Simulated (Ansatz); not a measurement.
# BGeH₅ (triplet): wave-function methods side by side, cc-pVTZ

One table from this session's results is given with a row withheld; the runs are named, their logs left out.

Method: cc-pVTZ, core rule «outside noble gas», up to 15 orbitals frozen; program: Ansatz 0.2.0, Gaussian basis.

The runs, in order: UHF; CCSD(T) on ROHF; CCSD(T) on UHF; BCCD(T) on ROHF; CCSDT(Q) on ROHF; CCSDT(Q) on UHF.

4 further runs of the same task are left out: 4 set aside as unsound or not needed.

## What is computed

The geometry is a PBE0/def2-TZVP stationary point (not a proven minimum). No spin-orbit coupling is included. The filled d shell of Ge may be among the frozen orbitals whatever the setting's name suggests; the logs give the count.

7 atoms, charge 0, spin multiplicity 3.

Atoms are counted from 1 here; the program's logs count them from 0.

Bond lengths: Ge1–B2 2.205 Å, Ge1–H3 1.535 Å, Ge1–H4 1.535 Å, Ge1–H5 1.537 Å, B2–H6 1.202 Å, B2–H7 1.202 Å. Angles: B2–Ge1–H3 104.9°, B2–Ge1–H4 104.9°, B2–Ge1–H5 109.6°, H3–Ge1–H4 113.2°, H3–Ge1–H5 111.8°, H4–Ge1–H5 111.8°, Ge1–B2–H6 91.6°, Ge1–B2–H7 91.6°, H6–B2–H7 131.7°.

The first run:

File in.yaml:

```yaml
crystal:
  periodic: [false, false, false]
  atoms:
    - {symbol: Ge, position_ang: [-0.009150, 0.000000, 0.305594]}
    - {symbol: B, position_ang: [0.133797, 0.000000, -1.895159]}
    - {symbol: H, position_ang: [0.709968, -1.282092, 0.749236]}
    - {symbol: H, position_ang: [0.709968, 1.282092, 0.749236]}
    - {symbol: H, position_ang: [-1.487565, 0.000000, 0.727212]}
    - {symbol: H, position_ang: [-0.354021, -1.096997, -1.961000]}
    - {symbol: H, position_ang: [-0.354021, 1.096997, -1.961000]}
basis:
  gaussian: {orbitals: cc-pVTZ}
magnetization: {spin_polarized: true, initial_magnetization: 2}
hamiltonian: {xc: hf}
output: {orbitals: {seedname: orbitals}}
```

Started as:

```bash
$ ansatz run in.yaml --threads 1 --pin off --events-out ev --progress --plain --max-ram 4096MiB --backend cpu
```

Among the steps run: UHF; CCSD(T) on ROHF; CCSD(T) on UHF; BCCD(T) on ROHF; CCSDT(Q) on ROHF; CCSDT(Q) on UHF.

One of the session's tables, all rows but one given; the rest of the session is left out.

```
   method  from UCCSDT(Q) (meV)
     ROHF               +7327.4
      UHF                     ?
     RMP2               +1375.0
     UMP2               +1376.2
    RCCSD                +250.7
    UCCSD                +246.4
 RCCSD(T)                 +44.5
 UCCSD(T)                 +42.3
  BCCD(T)                 +43.5
   RCCSDT                  +9.2
   UCCSDT                  +6.4
RCCSDT(Q)                  +3.1
UCCSDT(Q)                     0
```

Estimate the missing values for UHF.

The run gave: from UCCSDT(Q) (meV): +7223.4. In the column «from UCCSDT(Q) (meV)» it lies between UMP2 (+1376.2) and ROHF (+7327.4).

With the free atoms at the same levels and basis (separate runs), the atomisation energy is 16.694 eV at UCCSDT(Q), 16.688 eV at RCCSD(T), 16.679 eV at UCCSD(T), 13.221 eV at ROHF.

Limits of these values: Restricted and unrestricted rows rest on different reference determinants; where their highest levels disagree by more than a few hundredths of an eV, they describe different states and don't form one ladder.
